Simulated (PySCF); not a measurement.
**B2PLYP/ccECP-cc-pVDZ (core potential) run of GeH2 (SMILES [GeH2])**

What is the vertical ionisation energy of GeH2 at B2PLYP/ccECP-cc-pVDZ (core potential)? The job is set up through a Python script.

The results are computed with PySCF 2.14.0.

5 further runs of the same task are left out: 5 set aside as unsound or not needed.

### Step 1. The molecule

GeH2: 3 atoms, total charge 0, spin state singlet. SMILES: `[GeH2]`. Geometry: relaxed at PBE0-D4/def2-TZVP.

Bond lengths: Ge1–H2 1.595 Å, Ge1–H3 1.594 Å. Angles: H2–Ge1–H3 90.6°.

### Step 2. A single-point energy at B2PLYP/ccECP-cc-pVDZ (core potential)

calc.py

```python
from pyscf import gto, dft, mp

mol = gto.Mole()
mol.atom = '''
Ge      -0.570100       0.405100      -0.263700
H        0.783000       0.743600       0.509000
H       -0.212900      -1.148700      -0.245300
'''
mol.verbose = 3
mol.max_memory = 1860
mol.ecp = 'ccecp'
mol.charge = 0
mol.basis = 'ccecp-cc-pvdz'
mol.build()

mf = dft.RKS(mol, xc='0.53*HF + 0.47*B88, 0.73*LYP')
mf.grids.level = 5
mf.conv_tol = 1e-10
mf.kernel()
if not mf.converged:
    mf = mf.newton().run(mf.mo_coeff, mf.mo_occ)

pt = mp.MP2(mf).run()
e_final = mf.e_tot + 0.27 * pt.e_corr
print('PT2 part  %.8f' % (0.27 * pt.e_corr))
print('Final energy', e_final)
```

Launch:

```
$ OMP_NUM_THREADS=1 python calc.py
```

Standard output:

```text
converged SCF energy = -4.90874505878238
E(RMP2) = -5.0156781397049  E_corr = -0.106933080922517
E(SCS-RMP2) = -5.02759364556991  E_corr = -0.118848586787537
PT2 part  -0.02887193
Final energy -4.937616990631457
```

Wall time 1.7 s (1 thread of Arm Neoverse V1, shared host); peak memory 0.18 GiB.

### Step 3. The doublet cation

job.py

```python
from pyscf import gto, dft, mp

mol = gto.Mole()
mol.atom = '''
Ge    -1.077333     0.765528    -0.498321
H      1.479656     1.405200     0.961871
H     -0.402323    -2.170728    -0.463550
'''
mol.verbose = 4
mol.ecp = {'Ge': 'ccecp', 'H': 'ccecp'}
mol.unit = 'bohr'
mol.basis = 'ccecp-cc-pvdz'
mol.spin = 1
mol.charge = 1
mol.max_memory = 1860
mol.build()

mf = dft.UKS(mol, xc='0.53*HF + 0.47*B88, 0.73*LYP')
mf.conv_tol = 1e-10
mf.grids.level = 5
mf.kernel()
if not mf.converged:
    mf = mf.newton().run(mf.mo_coeff, mf.mo_occ)

pt = mp.MP2(mf).run()
energy = mf.e_tot + 0.27 * pt.e_corr
print('PT2 part  %.8f' % (0.27 * pt.e_corr))
print('E = %.10f Eh' % energy)
```

Launch:

```
$ OMP_NUM_THREADS=1 python job.py
```

Standard output:

```text
PySCF version 2.14.0

[INPUT] num. atoms = 3
[INPUT] num. electrons = 5
[INPUT] charge = 1
[INPUT] spin (= nelec alpha-beta = 2S) = 1
[INPUT] symmetry False subgroup None
[INPUT] Mole.unit = bohr
[INPUT] Symbol           X                Y                Z      unit          X                Y                Z       unit  Magmom
[INPUT]  1 Ge    -0.570100072172   0.405099971921  -0.263700116923 AA   -1.077333000000   0.765528000000  -0.498321000000 Bohr   0.0
[INPUT]  2 H      0.783000235201   0.743599816785   0.509000213045 AA    1.479656000000   1.405200000000   0.961871000000 Bohr   0.0
[INPUT]  3 H     -0.212900163029  -1.148699788706  -0.245300096122 AA   -0.402323000000  -2.170728000000  -0.463550000000 Bohr   0.0

nuclear repulsion = 2.88841497828161
number of shells = 11
number of NR pGTOs = 69
number of NR cGTOs = 23
basis = ccecp-cc-pvdz
ecp = {'Ge': 'ccecp', 'H': 'ccecp'}

[... 36 lines left out ...]
WARN: HOMO -0.242792820283985 >= LUMO -0.242792820283984
[... 42 lines left out ...]
converged SCF energy = -4.574827898673  <S^2> = 0.75890135  2S+1 = 2.0088816
[... 1 line left out ...]
******** <class 'pyscf.mp.ump2.UMP2'> ********
nocc = (np.int64(3), np.int64(2)), nmo = (23, 23)
E(UMP2) = -4.65377539901381  E_corr = -0.0789475003408112
E(SCS-UMP2) = -4.6636115325756  E_corr = -0.0887836339026063
E_corr(same-spin) = -0.00686926904580832
E_corr(oppo-spin) = -0.0720782312950029
PT2 part  -0.02131583
E = -4.5961437238 Eh
```

Wall time 2.8 s (1 thread of Arm Neoverse V1, shared host); peak memory 0.19 GiB.

### Step 4. What came out

Level: B2PLYP/ccECP-cc-pVDZ (core potential).

| quantity | value |
| --- | --- |
| singlet GeH2: total energy | -4.93762 Eh |
| singlet GeH2: dipole moment (SCF part) | 0.42 D |
| singlet GeH2: HOMO energy (SCF part's orbitals) | -7.70 eV |
| singlet GeH2: LUMO energy (SCF part's orbitals) | -1.78 eV |
| singlet GeH2: HOMO–LUMO gap (SCF part's orbitals) | 5.93 eV |
| doublet cation: total energy | -4.59614 Eh |
| doublet cation: HOMO energy (SCF part's orbitals) (highest over α and β) | -16.72 eV |
| doublet cation: LUMO energy (SCF part's orbitals) (lowest over α and β) | -10.43 eV |
| doublet cation: ⟨S²⟩ | 0.759 |
| vertical ionisation energy (to the doublet cation) | 9.292 eV |

The vertical ionisation energy comes to 9.29 eV (897 kJ/mol). −ε(HOMO) before ionisation, 7.70 eV, is 1.59 eV below this ionisation energy. Mulliken charges (singlet GeH2) run from -0.11 on H2 to +0.21 on Ge1; they depend strongly on the basis. Mulliken charges (doublet cation) run from +0.07 on H2 to +0.85 on Ge1; they depend strongly on the basis.
